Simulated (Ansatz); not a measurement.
# C6H18HfN2O2: how energies converge with the basis set

How large a basis does C6H18HfN2O2 need? Two functionals are run in growing sets.

Program: Ansatz 0.2.0, Gaussian basis. Level of theory: one geometry, several basis sets. These are calculated values, not measurements.

The runs, in order: PBE0-D4/def2-SVP; ωB97M-V/def2-SVP; PBE0-D4/def2-QZVPP; ωB97M-V/def2-QZVPP; the functionals' def2-TZVPP values are taken from earlier runs.

## (1) The relaxed structure

All runs share one geometry, relaxed beforehand with PBE0-D4 in a triple-zeta def2 set. Hf takes the def2 core potential; no spin-orbit term is included.

29 atoms, charge 0, spin multiplicity 1.

Atoms are counted from 1 here; the program's logs count them from 0.

Bond lengths: C1–C2 1.519 Å, C1–H12 1.093 Å, C1–H13 1.092 Å, C1–H14 1.095 Å, C2–C3 1.524 Å, C2–N4 1.451 Å, C2–H15 1.101 Å, C3–H16 1.093 Å, C3–H17 1.094 Å, C3–H18 1.094 Å, N4–Hf5 2.052 Å, N4–H19 1.014 Å, Hf5–O6 1.939 Å, Hf5–O7 1.946 Å, Hf5–N8 2.048 Å, O6–H20 0.952 Å, O7–H21 0.952 Å, N8–C9 1.453 Å and more. Angles: C2–C1–H12 111.0°, C2–C1–H13 111.3°, C2–C1–H14 110.2°, H12–C1–H13 108.1°, H12–C1–H14 108.6°, H13–C1–H14 107.5°, C1–C2–C3 110.7°, C1–C2–N4 109.7°, C1–C2–H15 107.4°, C3–C2–N4 111.8°, C3–C2–H15 107.8°, N4–C2–H15 109.2°, C2–C3–H16 110.9°, C2–C3–H17 109.9°, C2–C3–H18 111.5°, H16–C3–H17 107.9°, H16–C3–H18 108.0°, H17–C3–H18 108.6° and more.

Coordinates:

```
atom    x (Å)    y (Å)    z (Å)
  C1  -1.5866  -0.2728  -1.5865
  C2  -2.6061  -0.0073  -0.4920
  C3  -2.9825  -1.3007   0.2201
  N4  -2.0852   0.9841   0.4299
 Hf5  -0.1947   1.7045   0.7744
  O6  -0.3377   2.5964   2.4900
  O7   0.4058   2.7941  -0.7225
  N8   1.1665   0.1806   0.9121
  C9   2.0366  -0.3960  -0.0985
 C10   3.4872   0.0280   0.0982
 C11   1.9144  -1.9136  -0.1380
 H12  -1.3338   0.6482  -2.1188
 H13  -1.9656  -0.9928  -2.3147
 H14  -0.6696  -0.6900  -1.1569
 H15  -3.5134   0.3881  -0.9753
 H16  -3.7174  -1.1120   1.0071
 H17  -2.0958  -1.7404   0.6858
 H18  -3.4110  -2.0300  -0.4739
 H19  -2.7975   1.2580   1.0974
 H20  -0.1827   3.3318   3.0742
 H21   0.1856   3.2870  -1.5069
 H22   1.3559  -0.2398   1.8160
 H23   1.7085  -0.0047  -1.0705
 H24   3.8586  -0.3295   1.0641
 H25   3.5710   1.1163   0.0854
 H26   4.1342  -0.3805  -0.6835
 H27   2.2442  -2.3431   0.8140
 H28   2.5323  -2.3452  -0.9301
 H29   0.8786  -2.2185  -0.3005
```

## (2) PBE0-D4 in def2-SVP

in.yaml reads:

```yaml
crystal:
  periodic: [false, false, false]
  atoms:
    - {symbol: C, position_ang: [-1.586622, -0.272768, -1.586540]}
    - {symbol: C, position_ang: [-2.606129, -0.007305, -0.492032]}
    - {symbol: C, position_ang: [-2.982484, -1.300665, 0.220079]}
    - {symbol: N, position_ang: [-2.085231, 0.984082, 0.429875]}
    - {symbol: Hf, position_ang: [-0.194712, 1.704465, 0.774392]}
    - {symbol: O, position_ang: [-0.337656, 2.596369, 2.490029]}
    - {symbol: O, position_ang: [0.405845, 2.794120, -0.722538]}
    - {symbol: N, position_ang: [1.166503, 0.180572, 0.912132]}
    - {symbol: C, position_ang: [2.036648, -0.396034, -0.098512]}
    - {symbol: C, position_ang: [3.487173, 0.028007, 0.098177]}
    - {symbol: C, position_ang: [1.914443, -1.913609, -0.138048]}
    - {symbol: H, position_ang: [-1.333802, 0.648191, -2.118816]}
    - {symbol: H, position_ang: [-1.965616, -0.992810, -2.314717]}
    - {symbol: H, position_ang: [-0.669572, -0.689963, -1.156926]}
    - {symbol: H, position_ang: [-3.513388, 0.388085, -0.975290]}
    - {symbol: H, position_ang: [-3.717352, -1.112017, 1.007137]}
    - {symbol: H, position_ang: [-2.095777, -1.740378, 0.685805]}
    - {symbol: H, position_ang: [-3.410984, -2.030031, -0.473884]}
    - {symbol: H, position_ang: [-2.797525, 1.257957, 1.097403]}
    - {symbol: H, position_ang: [-0.182661, 3.331817, 3.074173]}
    - {symbol: H, position_ang: [0.185614, 3.287049, -1.506921]}
    - {symbol: H, position_ang: [1.355923, -0.239825, 1.816024]}
    - {symbol: H, position_ang: [1.708470, -0.004716, -1.070509]}
    - {symbol: H, position_ang: [3.858573, -0.329498, 1.064126]}
    - {symbol: H, position_ang: [3.571003, 1.116288, 0.085379]}
    - {symbol: H, position_ang: [4.134215, -0.380525, -0.683547]}
    - {symbol: H, position_ang: [2.244172, -2.343128, 0.814049]}
    - {symbol: H, position_ang: [2.532340, -2.345213, -0.930064]}
    - {symbol: H, position_ang: [0.878579, -2.218517, -0.300455]}
basis:
  gaussian: {orbitals: def2-SVP}
hamiltonian: {xc: pbe0, dispersion: d4}
output: {orbitals: {seedname: orbitals}}
```

Launch:

```
$ ansatz run in.yaml --threads 11 --pin off --events-out ev --progress --plain --max-ram 174080MiB --backend cpu
```

After this run come: ωB97M-V in def2-SVP; PBE0-D4 in def2-QZVPP; ωB97M-V in def2-QZVPP.

Q: Predict the results of all the runs planned. Wanted: PBE0-D4: double and triple zeta above quadruple; ωB97M-V: double and triple zeta above quadruple.

The runs gave:

```
                                       quantity           value
PBE0-D4: double and triple zeta above quadruple  16.65, 0.79 eV
ωB97M-V: double and triple zeta above quadruple  17.35, 0.76 eV
```

In words: For PBE0-D4 the step from double to triple zeta gains 15.86 eV and the next only 0.79 eV. Total energies overstate the basis error of differences, where much of it tends to cancel. The LUMO of ωB97M-V is positive and keeps falling with the basis (1.54 to 0.66 eV): an unbound level that the basis holds in place.
